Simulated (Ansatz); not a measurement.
# CHBFSi− (SMILES FC1=B[SiH-]1): one structure at several levels

One table from this session's results is given with a row withheld; the runs are named, their logs left out.

Program: Ansatz 0.2.0, Gaussian basis. Level of theory: single points in def2-TZVPPD. These are calculated values, not measurements.

Cores are frozen in the correlated methods. B3LYP uses VWN-RPA correlation.

### Where the work starts

SMILES `FC1=B[SiH-]1`, 5 atoms, charge -1, spin multiplicity 1.

Atoms are counted from 1 here; the program's logs count them from 0.

Bond lengths: F1–C2 1.498 Å, C2–B3 1.393 Å, C2–Si4 1.828 Å, B3–Si4 1.969 Å, Si4–H5 1.533 Å. Angles: F1–C2–B3 153.9°, F1–C2–Si4 128.7°, B3–C2–Si4 74.0°, C2–B3–Si4 63.2°, C2–Si4–B3 42.8°, C2–Si4–H5 98.5°, B3–Si4–H5 140.4°.

As a file:

```xyz
5
CHBFSi
F     1.4087   -0.0847    1.1753
C     0.3361   -0.5535    0.2411
B    -0.2117   -1.4245   -0.6972
Si   -0.8325    0.4428   -0.7514
H    -0.4517    1.8310   -0.2232
```

Set-up of the first run:

run/in.yaml reads:

```yaml
crystal:
  periodic: [false, false, false]
  atoms:
    - {symbol: F, position_ang: [1.408700, -0.084700, 1.175300]}
    - {symbol: C, position_ang: [0.336100, -0.553500, 0.241100]}
    - {symbol: B, position_ang: [-0.211700, -1.424500, -0.697200]}
    - {symbol: Si, position_ang: [-0.832500, 0.442800, -0.751400]}
    - {symbol: H, position_ang: [-0.451700, 1.831000, -0.223200]}
basis:
  gaussian: {orbitals: "def2-TZVPPD.json"}
total_charge: -1
correlation: {method: ccsd_t}
output: {forces: true}
```

The basis file named in the input lies beside it (Basis Set Exchange, JSON).

No record of the launch command was kept for these runs.

Steps of the session up to this table: CCSD(T)/def2-TZVPPD; PBE0-D4/def2-TZVPPD; wB97M-V/def2-TZVPPD; r2SCAN-D4/def2-TZVPPD; PBE-D4/def2-TZVPPD; BHLYP-D4/def2-TZVPPD; B3LYP-D4/def2-TZVPPD.

One table of the session follows, with a row left open; its other results are not shown here.

| method | RMS force component (eV/Å) | angle to CCSD(T) forces (°) |
| --- | --- | --- |
| CCSD(T) | 1.941 | reference |
| PBE0-D4 | 1.834 | 7.0 |
| wB97M-V | 1.762 | 8.5 |
| r2SCAN-D4 | 1.762 | 4.8 |
| PBE-D4 | 1.753 | 5.3 |
| BHLYP-D4 | ? | ? |
| B3LYP-D4 | 1.676 | 6.0 |

Q: Estimate the row for BHLYP-D4 from the others.

The run gave: RMS force component (eV/Å): 1.789; angle to CCSD(T) forces (°): 13.8. In the column «RMS force component (eV/Å)» it lies between r2SCAN-D4 (1.762) and PBE0-D4 (1.834).

Caveats from the session: The anion's highest level is positive in at least one run, so there the basis alone may hold the extra electron.
